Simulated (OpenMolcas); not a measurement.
# GaHSCl (SMILES [SH][Ga][Cl]) at US12h/pc-2

What is the electrostatic solvation energy at fixed shape (PCM, acetonitrile) of GaHSCl at US12h/pc-2? 

Program for the calculation: OpenMolcas 26.06.

2 further runs of the same task are left out: 1 that didn't finish, 1 set aside as unsound or not needed.

### 1 The structure to begin with

The species is GaHSCl (4 atoms), meant as a doublet with charge 0. As SMILES, `[SH][Ga][Cl]`. The shape is that of a PBE0-D4/def2-TZVP optimisation.

Bond lengths: S1–Ga2 2.233 Å, Ga2–Cl3 2.170 Å, S1–H4 1.346 Å. Angles: S1–Ga2–Cl3 116.7°, Ga2–S1–H4 90.9°.

### 2 The energy at US12h/pc-2

File run.inp:

```
&GATEWAY
 BasisSet
 S.pc-2....
 S1 -1.045400 0.685400 -0.952900 angstrom
 End of Basis
 BasisSet
 Ga.pc-2....
 Ga2 0.031200 -1.171000 -0.334800 angstrom
 End of Basis
 BasisSet
 Cl.pc-2....
 Cl3 1.459900 -0.975000 1.287000 angstrom
 End of Basis
 BasisSet
 H.pc-2....
 H4 -0.390100 1.400400 -0.019500 angstrom
 End of Basis

&SEWARD

&SCF
 UHF
 Spin=2
 KSDFT=S12H
 PrOrbitals=0
```

Command:

```sh
$ export MOLCAS_MEM=1860
$ pymolcas run.inp > run.log
```

Standard output:

```text
--- Start Module: gateway ---
[...]
--- Stop Module: gateway /rc=_RC_ALL_IS_WELL_ ---
--- Start Module: seward ---
[...]
      Basis functions          125
--- Stop Module: seward /rc=_RC_ALL_IS_WELL_ ---
[...]
--- Start Module: scf ---
[...]
       Convergence after  13 Iterations
[...]
::    Total KS-DFT energy                           -2783.9365772635
[...]
      Total spin, S                                     0.5016119888
[...]
      Total electronic charge=   65.000000
      Total            charge=   -0.000000
[...]
      Dipole Moment (debye):
      Origin of the operator (angstrom)=    0.1416   -0.6684   -0.0625
                   X= -5.7374E-01               Y= -4.6185E-01               Z= -7.6611E-01           Total=  1.0627E+00
      Quadrupole Moment (debye*angstrom):
[...]
--- Stop Module: scf /rc=_RC_ALL_IS_WELL_ ---
[...]
```

Wall time 50 s (1 thread of AMD EPYC, shared host); peak memory 0.83 GiB.

### 3 The energy at US12h/pc-2 (PCM acetonitrile)

File run.input:

```
* ClGaHS Kohn-Sham DFT
>>> EXPORT MOLCAS_PRINT=2

&gateway
  basisset
  S.pc-2....
  S1 -1.045400 0.685400 -0.952900 angstrom
  End of Basis
  basisset
  Ga.pc-2....
  Ga2 0.031200 -1.171000 -0.334800 angstrom
  End of Basis
  basisset
  Cl.pc-2....
  Cl3 1.459900 -0.975000 1.287000 angstrom
  End of Basis
  basisset
  H.pc-2....
  H4 -0.390100 1.400400 -0.019500 angstrom
  End of Basis
  rf-input
  PCM-Model
  Solvent=acetonitrile
  End of RF-Input

&seward

&scf
  uhf
  spin = 2
  ksdft = S12H
  prorbitals = 0
```

Command:

```sh
$ export MOLCAS_MEM=1860
$ pymolcas run.input > run.log
```

Standard output:

```text
--- Start Module: gateway ---
[...]
--- Stop Module: gateway /rc=_RC_ALL_IS_WELL_ ---
--- Start Module: seward ---
[...]
      Basis functions          125
--- Stop Module: seward /rc=_RC_ALL_IS_WELL_ ---
[...]
--- Start Module: scf ---
[...]
       Convergence after  12 Iterations
[...]
::    Total KS-DFT energy                           -2783.9426431255
[...]
      Total spin, S                                     0.5015313517
[...]
      Total electronic charge=   65.000000
      Total            charge=   -0.000000
[...]
      Dipole Moment (debye):
      Origin of the operator (angstrom)=    0.1416   -0.6684   -0.0625
                   X= -7.2822E-01               Y= -8.4228E-01               Z= -1.0483E+00           Total=  1.5293E+00
      Quadrupole Moment (debye*angstrom):
[...]
--- Stop Module: scf /rc=_RC_ALL_IS_WELL_ ---
[...]
```

Wall time 58 s (1 thread of AMD EPYC, shared host); peak memory 0.83 GiB.

### 4 Results

Level: US12h/pc-2.

| quantity | value |
| --- | --- |
| gas phase: total energy | -2783.93658 Eh |
| gas phase: dipole moment | 1.06 D |
| gas phase: HOMO energy (highest over α and β) | -6.69 eV |
| gas phase: LUMO energy (lowest over α and β) | -3.83 eV |
| gas phase: ⟨S²⟩ | 0.753 |
| PCM, acetonitrile: total energy | -2783.94264 Eh |
| PCM, acetonitrile: dipole moment | 1.53 D |
| PCM, acetonitrile: HOMO energy (highest over α and β) | -6.29 eV |
| PCM, acetonitrile: LUMO energy (lowest over α and β) | -3.41 eV |
| PCM, acetonitrile: ⟨S²⟩ | 0.753 |
| energy change from gas to solvent at fixed shape | -0.165 eV |

In words: The solvent model (PCM, acetonitrile) lowers the energy by 0.17 eV (−3.8 kcal/mol) at the same shape. It holds the electrostatic part alone, without cavity or dispersion terms. Mulliken charges (PCM, acetonitrile) run from -0.37 on Cl3 to +0.51 on Ga2.
